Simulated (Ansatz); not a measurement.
# CoHO (triplet): the correlation ladder, def2-TZVPP

One table from this session's results is given with a row withheld; the runs are named, their logs left out.

Method: def2-TZVPP, core rule «outside noble gas», up to 10 orbitals frozen; program: Ansatz 0.2.0, Gaussian basis.

To be run: UHF; ROHF; CCSD(T) on UHF.

2 further runs of the same task are left out: 2 set aside as unsound or not needed.

### The geometry

The geometry is a PBE0/def2-TZVP stationary point (not a proven minimum) of the parent state, kept for this charge and spin.

3 atoms, charge 0, spin multiplicity 3.

Atoms are counted from 1 here; the program's logs count them from 0.

Bond lengths: Co1–O2 1.717 Å, O2–H3 0.966 Å. Angles: Co1–O2–H3 111.2°.

The first run:

in.yaml

```yaml
crystal:
  periodic: [false, false, false]
  atoms:
    - {symbol: Co, position_ang: [0.000000, 0.016178, 0.389046]}
    - {symbol: O, position_ang: [0.000000, -0.107788, -1.323644]}
    - {symbol: H, position_ang: [0.000000, 0.765063, -1.736447]}
basis:
  gaussian: {orbitals: def2-TZVPP}
magnetization: {spin_polarized: true, initial_magnetization: 2}
hamiltonian: {xc: hf}
output: {orbitals: {seedname: orbitals}}
```

Started as:

```console
> ansatz run in.yaml --threads 1 --pin off --events-out ev --progress --plain --max-ram 3968MiB --backend cpu
```

Among the steps run: UHF; ROHF; CCSD(T) on UHF.

One table of the session follows, with a row left open; its other results are not shown here.

It belongs to the step «Misses and costs». 

| method | from UCCSD(T) (kcal/mol) |
| --- | --- |
| ROHF | +380.04 |
| UHF | +331.81 |
| UMP2 | +19.72 |
| UCCSD | ? |
| UCCSD(T) | 0 |

Estimate the missing values for UCCSD.

**Answer.** from UCCSD(T) (kcal/mol): +12.17. In the column «from UCCSD(T) (kcal/mol)» it lies between UCCSD(T) (0) and UMP2 (+19.72).

The program flags UCCSD(T) as in doubt (see the logs), so the zero of the table is itself unsure.

Limits of these values: The determinant is far from a pure spin state, so its energy mixes those of several spin states (harmless only where they are near-degenerate, as at dissociation). The program flags UCCSD(T) as in doubt, so the zero of the table is itself unsure.
